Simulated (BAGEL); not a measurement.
**UHF/3-21G (density fitting with qzvpp-jkfit) run of GeHF2 (SMILES [F][GeH][F])**

Aim: the vertical electron affinity of GeHF2 at UHF/3-21G (density fitting with qzvpp-jkfit), from 2 runs. 

Program for the calculation: BAGEL 1.2.2.

3 further runs of the same task are left out: 3 set aside as unsound or not needed.

### Step 1. The system as given

GeHF2 has 4 atoms, charge 0, and is taken as a doublet. SMILES: `[F][GeH][F]`. The coordinates come from a PBE0-D4/def2-TZVP relaxation.

Bond lengths: F1–Ge2 1.732 Å, Ge2–F3 1.732 Å, Ge2–H4 1.564 Å. Angles: F1–Ge2–F3 103.8°, F1–Ge2–H4 106.9°, F3–Ge2–H4 107.0°.

### Step 2. The energy at UHF/3-21G (density fitting with qzvpp-jkfit)

The input, hf.json:

```json
{ "bagel" : [

{
  "title" : "molecule",
  "basis" : "3-21g",
  "df_basis" : "qzvpp-jkfit",
  "angstrom" : true,
  "geometry" : [
    { "atom" : "F", "xyz" : [   -0.250300,   -0.050400,    1.551900 ] },
    { "atom" : "Ge", "xyz" : [    0.499400,   -0.086500,   -0.009500 ] },
    { "atom" : "F", "xyz" : [   -0.446800,   -1.234800,   -0.896800 ] },
    { "atom" : "H", "xyz" : [    0.253200,    1.311400,   -0.665800 ] }
  ]
},
{ "title" : "uhf", "nopen" : 1 },
{ "title" : "print", "file" : "orbitals.molden", "orbitals" : true }

]}
```

The run is started by

```sh
BAGEL_NUM_THREADS=1 BAGEL hf.json > hf.out
```

Log:

```text
* using 1 threads per process

  ===============================================================
  ===============================================================

  *** Geometry ***

  { "atom" : "F", "xyz" : [     -0.472998,     -0.095242,      2.932666 ] },
  { "atom" : "Ge", "xyz" : [      0.943729,     -0.163461,     -0.017952 ] },
  { "atom" : "F", "xyz" : [     -0.844330,     -2.333434,     -1.694706 ] },
  { "atom" : "H", "xyz" : [      0.478479,      2.478187,     -1.258180 ] },

  Number of auxiliary basis functions:      438

  Since a DF basis is specified, we compute 2- and 3-index integrals:
    o Being stored without compression. Storage requirement is 0.006 GB

  Number of basis functions:       42
  Number of electrons      :       51

    * METHOD: MOLECULE                             0.13

  *** Open-shell HF ***

  === Nuclear Repulsion ===
   206.0820727809

      * DIIS with orbital gradients will be used.

  === UHF iteration (3-21g) ===
      0      -2263.58695724          0.06725951           0.05
      1      -2263.71496652          0.04295755           0.05
      2      -2263.75514307          0.02517308           0.05
      3      -2263.77482868          0.00128756           0.05
      4      -2263.77524661          0.00037048           0.05
      5      -2263.77529312          0.00010942           0.05
      6      -2263.77530408          0.00004432           0.05
      7      -2263.77530716          0.00001580           0.05
      8      -2263.77530752          0.00000352           0.05
      9      -2263.77530753          0.00000116           0.05
     10      -2263.77530753          0.00000058           0.05
     11      -2263.77530753          0.00000032           0.05
     12      -2263.77530753          0.00000014           0.05
     13      -2263.77530753          0.00000007           0.05
     14      -2263.77530753          0.00000004           0.05
     15      -2263.77530753          0.00000002           0.05
     16      -2263.77530753          0.00000001           0.05
    * SCF iteration converged.

    * S^2 (UHF) is 0.7563

    * Permanent dipole moment:
           (   -1.101261,    -0.513220,     0.336717) a.u.

    * METHOD: UHF                                  0.97

    * METHOD: PRINT                                0.01

  ===============================================================
```

It took 1.2 s on 1 thread of Arm Neoverse V1, shared host; peak memory 0.081 GiB.

### Step 3. The singlet anion at the same level

The input, calc.json:

```json
{ "bagel" : [

{
  "title" : "molecule",
  "basis" : "3-21g",
  "df_basis" : "qzvpp-jkfit",
  "angstrom" : true,
  "geometry" : [
    { "atom" : "F", "xyz" : [   -0.250300,   -0.050400,    1.551900 ] },
    { "atom" : "Ge", "xyz" : [    0.499400,   -0.086500,   -0.009500 ] },
    { "atom" : "F", "xyz" : [   -0.446800,   -1.234800,   -0.896800 ] },
    { "atom" : "H", "xyz" : [    0.253200,    1.311400,   -0.665800 ] }
  ]
},
{
  "title" : "hf",
  "charge" : -1
},
{
  "title" : "print",
  "file" : "orbitals.molden",
  "orbitals" : true
}

]}
```

The run is started by

```sh
BAGEL_NUM_THREADS=1 BAGEL calc.json > calc.out
```

Log:

```text
* using 1 threads per process

  ===============================================================
  ===============================================================

  *** Geometry ***

  { "atom" : "F", "xyz" : [     -0.472998,     -0.095242,      2.932666 ] },
  { "atom" : "Ge", "xyz" : [      0.943729,     -0.163461,     -0.017952 ] },
  { "atom" : "F", "xyz" : [     -0.844330,     -2.333434,     -1.694706 ] },
  { "atom" : "H", "xyz" : [      0.478479,      2.478187,     -1.258180 ] },

  Number of auxiliary basis functions:      438

  Since a DF basis is specified, we compute 2- and 3-index integrals:
    o Being stored without compression. Storage requirement is 0.006 GB

  Number of basis functions:       42
  Number of electrons      :       51

    * METHOD: MOLECULE                             0.13

  *** RHF ***

  === Nuclear Repulsion ===
   206.0820727809

      * DIIS with orbital gradients will be used.

  === RHF iteration (3-21g) ===
      0      -2263.62477139          0.03351210           0.03
      1      -2263.74684877          0.01963169           0.03
      2      -2263.79504389          0.00127428           0.03
      3      -2263.79636140          0.00037400           0.03
      4      -2263.79649951          0.00007133           0.03
      5      -2263.79650290          0.00001577           0.03
      6      -2263.79650303          0.00000268           0.03
      7      -2263.79650304          0.00000078           0.03
      8      -2263.79650304          0.00000016           0.03
      9      -2263.79650304          0.00000005           0.03
     10      -2263.79650304          0.00000001           0.03
     11      -2263.79650304          0.00000001           0.03
    * SCF iteration converged.

    * Permanent dipole moment:
           (    0.350925,    -0.245633,     0.090746) a.u.

    * METHOD: HF                                   0.42

    * METHOD: PRINT                                0.01

  ===============================================================
```

It took 0.68 s on 1 thread of Arm Neoverse V1, shared host; peak memory 0.081 GiB.

### Step 4. Outcome

Level: UHF/3-21G (density fitting with qzvpp-jkfit).

| quantity | value |
| --- | --- |
| doublet GeHF2: total energy | -2263.77531 Eh |
| doublet GeHF2: dipole moment | 3.20 D |
| doublet GeHF2: ⟨S²⟩ | 0.756 |
| singlet anion: total energy | -2263.79650 Eh |
| singlet anion: HOMO energy | -1.11 eV |
| singlet anion: LUMO energy | 10.53 eV |
| singlet anion: HOMO–LUMO gap (to an unbound level, set by the basis) | 11.64 eV |
| vertical electron affinity (to the singlet anion) | 0.577 eV |

At fixed nuclei the extra electron is bound by 0.58 eV (13.3 kcal/mol). The basis has no diffuse functions, so the error can be as large as this value.
